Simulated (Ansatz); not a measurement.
# CH8AlClN2: the cost of one run

All numbers below are computed with Ansatz 0.2.0 (RKS B3LYP-D4/def2-SVP).

1 further run of the same task is left out (it didn't finish).

## (1) The starting structure

Bond lengths: Al1–C2 2.293 Å, Al1–N3 1.772 Å, Al1–N4 1.771 Å, Al1–Cl6 2.601 Å, C2–H7 1.097 Å, C2–H8 1.084 Å, C2–H9 1.084 Å, N3–H10 1.010 Å, N3–H11 1.011 Å, N4–H12 1.009 Å, N4–H13 1.011 Å. Angles (14 of 18 angles, heavy atoms first): C2–Al1–N3 103.7°, C2–Al1–N4 109.0°, C2–Al1–Cl6 80.0°, N3–Al1–N4 131.7°, N3–Al1–Cl6 111.5°, N4–Al1–Cl6 108.5°, Al1–C2–H7 69.1°, Al1–C2–H8 131.9°, Al1–C2–H9 116.8°, Al1–N3–H10 126.9°, Al1–N3–H11 123.0°, Al1–N4–H12 128.0°, Al1–N4–H13 122.5°, H7–C2–H8 107.8°.

As a file:

```xyz
13

Al   -0.0545   -0.6102   -0.0252
C     0.3328    1.6456    0.1111
N    -1.1476   -0.9312    1.3316
N    -0.1241   -1.0816   -1.7311
H     1.2556    0.6333    0.3548
Cl    2.4328   -0.6223    0.7337
H    -0.6356    1.4418   -0.3625
H     0.8794    2.3263   -0.5316
H     0.1525    2.1157    1.0712
H    -2.0460   -1.3902    1.2909
H    -0.8541   -0.8839    2.2978
H    -0.8910   -1.5133   -2.2252
H     0.6998   -1.1302   -2.3154
```

## (2) Pulling towards end A

Springs on the bonds that form and break draw the guess towards this end; the thresholds are loose.

input.yaml reads:

```yaml
crystal:
  periodic: [false, false, false]
  atoms:
    - { symbol: Al, position_ang: [-0.0545, -0.6102, -0.0252] }
    - { symbol: C, position_ang: [0.3328, 1.6456, 0.1111] }
    - { symbol: "N", position_ang: [-1.1476, -0.9312, 1.3316] }
    - { symbol: "N", position_ang: [-0.1241, -1.0816, -1.7311] }
    - { symbol: H, position_ang: [1.2556, 0.6333, 0.3548] }
    - { symbol: Cl, position_ang: [2.4328, -0.6223, 0.7337] }
    - { symbol: H, position_ang: [-0.6356, 1.4418, -0.3625] }
    - { symbol: H, position_ang: [0.8794, 2.3263, -0.5316] }
    - { symbol: H, position_ang: [0.1525, 2.1157, 1.0712] }
    - { symbol: H, position_ang: [-2.046, -1.3902, 1.2909] }
    - { symbol: H, position_ang: [-0.8541, -0.8839, 2.2978] }
    - { symbol: H, position_ang: [-0.891, -1.5133, -2.2252] }
    - { symbol: H, position_ang: [0.6998, -1.1302, -2.3154] }
basis:
  gaussian: { orbitals: def2-SVP }
hamiltonian:
  xc: b3lyp
  dispersion: d4
relax:
  f_tol: 0.15
  max_steps: 25
  restrain:
    - { distance: [0, 5], at: 3.53, k: 30.0 }
    - { distance: [4, 1], at: 2.37, k: 30.0 }
    - { distance: [0, 1], at: 1.97, k: 30.0 }
    - { distance: [4, 5], at: 1.33, k: 30.0 }
```

Launch:

```sh
> ansatz run input.yaml --threads 2 --pin off --max-ram 3072MiB --backend cpu --events-out ev --progress --plain --runs-dir out
```

Q: Estimate wall time and peak memory on 2 threads of AMD EPYC 9R14 (Zen 4), shared host.

About 33 s, with a peak of 0.3 GiB.
